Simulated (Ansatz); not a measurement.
**CH3F2OSc: small, medium and large basis sets**

An exercise on one series of results from a longer session: the logs are not shown, and one member is left open.

Method: one geometry, several basis sets; program: Ansatz 0.2.0, Gaussian basis.

Plan: PBE0-D4/def2-SVP; ωB97M-V/def2-SVP; PBE0-D4/def2-QZVPP; ωB97M-V/def2-QZVPP; the functionals' def2-TZVPP values are taken from earlier runs.

## The geometry

An earlier PBE0-D4 in a triple-zeta def2 set relaxation fixed the geometry.

SMILES `C[O][Sc]([F])[F]`, 8 atoms, charge 0, spin multiplicity 1.

Atoms are counted from 1 here; the program's logs count them from 0.

Bond lengths: C1–O2 1.389 Å, C1–H6 1.096 Å, C1–H7 1.096 Å, C1–H8 1.096 Å, O2–Sc3 1.847 Å, Sc3–F4 1.852 Å, Sc3–F5 1.851 Å. Angles: O2–C1–H6 110.9°, O2–C1–H7 110.9°, O2–C1–H8 110.6°, H6–C1–H7 108.4°, H6–C1–H8 108.0°, H7–C1–H8 107.9°, C1–O2–Sc3 179.3°, O2–Sc3–F4 120.1°, O2–Sc3–F5 120.1°, F4–Sc3–F5 119.7°.

Set-up of the first run:

File in.yaml:

```yaml
crystal:
  periodic: [false, false, false]
  atoms:
    - {symbol: C, position_ang: [-0.838143, -0.563263, 1.073114]}
    - {symbol: O, position_ang: [-0.043968, -0.042305, 0.059931]}
    - {symbol: Sc, position_ang: [1.005220, 0.671059, -1.282796]}
    - {symbol: F, position_ang: [1.161649, -0.206192, -2.905787]}
    - {symbol: F, position_ang: [1.890799, 2.275091, -1.017191]}
    - {symbol: H, position_ang: [-1.171408, 0.227127, 1.755086]}
    - {symbol: H, position_ang: [-1.723858, -1.058542, 0.659477]}
    - {symbol: H, position_ang: [-0.280280, -1.302974, 1.658176]}
basis:
  gaussian: {orbitals: def2-SVP}
hamiltonian: {xc: pbe0, dispersion: d4}
output: {orbitals: {seedname: orbitals}}
```

On the command line:

```bash
$ ansatz run in.yaml --threads 4 --pin off --events-out ev --progress --plain --max-ram 10444MiB
```

Steps of the session up to this table: PBE0-D4 in def2-SVP; ωB97M-V in def2-SVP; PBE0-D4 in def2-QZVPP; ωB97M-V in def2-QZVPP.

One of the session's tables, all rows but one given; the rest of the session is left out.

It belongs to the step «Functionals by basis». 

```
functional       basis  HOMO (eV)  LUMO (eV)
   PBE0-D4    def2-SVP      -8.11      -1.88
   PBE0-D4  def2-TZVPP      -8.33      -2.10
   PBE0-D4  def2-QZVPP      -8.33      -2.08
   ωB97M-V    def2-SVP          ?          ?
   ωB97M-V  def2-TZVPP     -10.74      -0.59
   ωB97M-V  def2-QZVPP     -10.74      -0.59
```

Estimate the missing values for ωB97M-V, def2-SVP.

As computed: HOMO (eV): -10.50; LUMO (eV): -0.29. In the column «HOMO (eV)» it lies between ωB97M-V, def2-QZVPP (-10.74) and PBE0-D4, def2-TZVPP (-8.33).
